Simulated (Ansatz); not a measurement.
# CaPtCl6: the cost of one run

Computed with Ansatz 0.2.0 (DFT PBE, scalar-relativistic, plane waves, PAW, unless a step names another level, unless a step's input says otherwise).

1 further run of the same task is left out (set aside as unsound or not needed).

**1. The system as given**

It takes space group R-3 (No. 148, trigonal). Conventional cell: a = 6.374 Å, b = 6.374 Å, c = 17.483 Å, α = 90.00°, β = 90.00°, γ = 120.00°. Ca (site symmetry -3) has 6 Cl at 2.81 Å as nearest neighbours. Pt (site symmetry -3) is surrounded by 6 Cl at 2.35 Å. Cl (site symmetry 1) is surrounded by 1 Pt at 2.35 Å and 1 Ca at 2.81 Å.

As a file:

```
Ca Pt Cl
1.0
     3.18716    1.84011    5.82769
    -3.18716    1.84011    5.82769
     0.00000   -3.68021    5.82769
Ca Pt Cl
1 1 6
Cartesian
  0.0000 0.0000 8.7415
  0.0000 0.0000 0.0000
  -1.0666 -2.0800 7.1794
  1.0666 2.0800 10.3037
  -1.2681 1.9637 7.1794
  1.2681 -1.9637 10.3037
  -2.3346 -0.1164 10.3037
  2.3346 0.1164 7.1794
```

The cell was relaxed beforehand at this level, from a generated guess; it is a trial structure. At a tolerance of 0.02 Å it has space group R-3 (No. 148); it has 25.63 Å³/atom, an uncorrected energy of -1.17 eV/atom over the elements.

**2. Bands, states and charges**

input.yaml reads:

```yaml
crystal:
  lattice:
    - [3.1871565445, 1.8401056889, 5.8276911771]
    - [-3.1871565445, 1.8401056889, 5.8276911771]
    - [0.0, -3.6802113779, 5.8276911771]
  atoms:
    - { symbol: Ca, position: [0.5, 0.5, 0.5] }
    - { symbol: Pt, position: [0.0, 0.0, 0.0] }
    - { symbol: Cl, position: [0.0549276585, 0.3895682679, 0.7874435221] }
    - { symbol: Cl, position: [0.9450723415, 0.6104317321, 0.2125564779] }
    - { symbol: Cl, position: [0.3895682679, 0.7874435221, 0.0549276585] }
    - { symbol: Cl, position: [0.6104317321, 0.2125564779, 0.9450723415] }
    - { symbol: Cl, position: [0.2125564779, 0.9450723415, 0.6104317321] }
    - { symbol: Cl, position: [0.7874435221, 0.0549276585, 0.3895682679] }
basis:
  ecutwfc: 420
kpoints:
  mp_grid: { grid: [6, 6, 6] }
  band_path:
    path:
      - [[0.0, 0.0, 0.0], [-0.5, -0.5, -0.5], [-0.5, -0.23313292, -0.76686708]]
      - [[-0.23313292, 0.23313292, -0.5], [0.0, 0.0, -0.5], [0.0, 0.0, 0.0], [0.0, 0.36656646, -0.36656646]]
      - [[-0.36656646, 0.0, -0.63343354], [-0.5, 0.0, -0.5], [0.0, 0.0, 0.0]]
    npoints: 14
hamiltonian:
  xc: pbe
scf:
  occupations: { method: gaussian, width: 0.02 }
  n_extra_bands: 20
output:
  forces: true
  stress: true
  eigenvalues: true
  populations: true
  dos: { projected: true, de: 0.02, nscf_kmesh: { grid: [9, 9, 9] } }
  bader: true
  write_density: true
  write_potential: true
  elf: true
  volumetric_format: npy
```

Command:

```console
ansatz run input.yaml --threads 1 --pin off --max-ram 2048MiB --backend cpu --events-out ev --progress --plain --runs-dir out
```

What time and memory should one allow on 1 thread of Intel Xeon Platinum 8259CL at 2.50GHz (Skylake/Cascade Lake), shared host?

About 3.1 min, with a peak of 1.1 GiB.
